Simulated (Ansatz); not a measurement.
# Cl3H2InO: the cost of one run

Program: Ansatz 0.2.0. Level of theory: RKS PBE-D4/def2-SVP. These are calculated values, not measurements.

**1. Starting point**

Bond lengths: In1–Cl2 2.790 Å, In1–Cl3 2.440 Å, In1–Cl4 2.440 Å, In1–O5 2.290 Å, O5–H6 1.010 Å. Angles: Cl2–In1–Cl3 120.0°, Cl2–In1–Cl4 120.0°, Cl2–In1–O5 71.6°, Cl3–In1–Cl4 120.0°, Cl3–In1–O5 97.0°, Cl4–In1–O5 101.2°, In1–O5–H6 109.5°.

As a file:

```xyz
7

In    0.0000    0.0000    0.0000
Cl    0.0000    0.0000    2.7900
Cl    2.1130    0.0000   -1.2200
Cl   -2.1130    0.0000   -1.2200
O     0.0957   -2.1711    0.7221
H    -0.4508   -2.7557    0.1059
H     0.0673   -1.5267    1.9541
```

**2. Pulling towards end A**

Springs on the bonds that form and break draw the guess towards this end; the thresholds are loose.

The input, input.yaml:

```yaml
crystal:
  periodic: [false, false, false]
  atoms:
    - { symbol: In, position_ang: [0.0, 0.0, 0.0] }
    - { symbol: Cl, position_ang: [0.0, 0.0, 2.79] }
    - { symbol: Cl, position_ang: [2.113, 0.0, -1.22] }
    - { symbol: Cl, position_ang: [-2.113, 0.0, -1.22] }
    - { symbol: O, position_ang: [0.0957, -2.1711, 0.7221] }
    - { symbol: H, position_ang: [-0.4508, -2.7557, 0.1059] }
    - { symbol: H, position_ang: [0.0673, -1.5267, 1.9541] }
basis:
  gaussian: { orbitals: def2-SVP }
hamiltonian:
  xc: pbe
  dispersion: d4
relax:
  f_tol: 0.15
  max_steps: 25
  restrain:
    - { distance: [0, 4], at: 3.19, k: 30.0 }
    - { distance: [6, 1], at: 2.57, k: 30.0 }
    - { distance: [0, 1], at: 2.44, k: 30.0 }
    - { distance: [6, 4], at: 1.01, k: 30.0 }
```

On the command line:

```console
ansatz run input.yaml --threads 2 --pin off --max-ram 3072MiB --backend cpu --events-out ev --progress --plain --runs-dir out
```

Q: Estimate wall time and peak memory on 2 threads of Intel Xeon 6975P-C (Granite Rapids), shared host.

About 14 s, with a peak of 0.17 GiB.
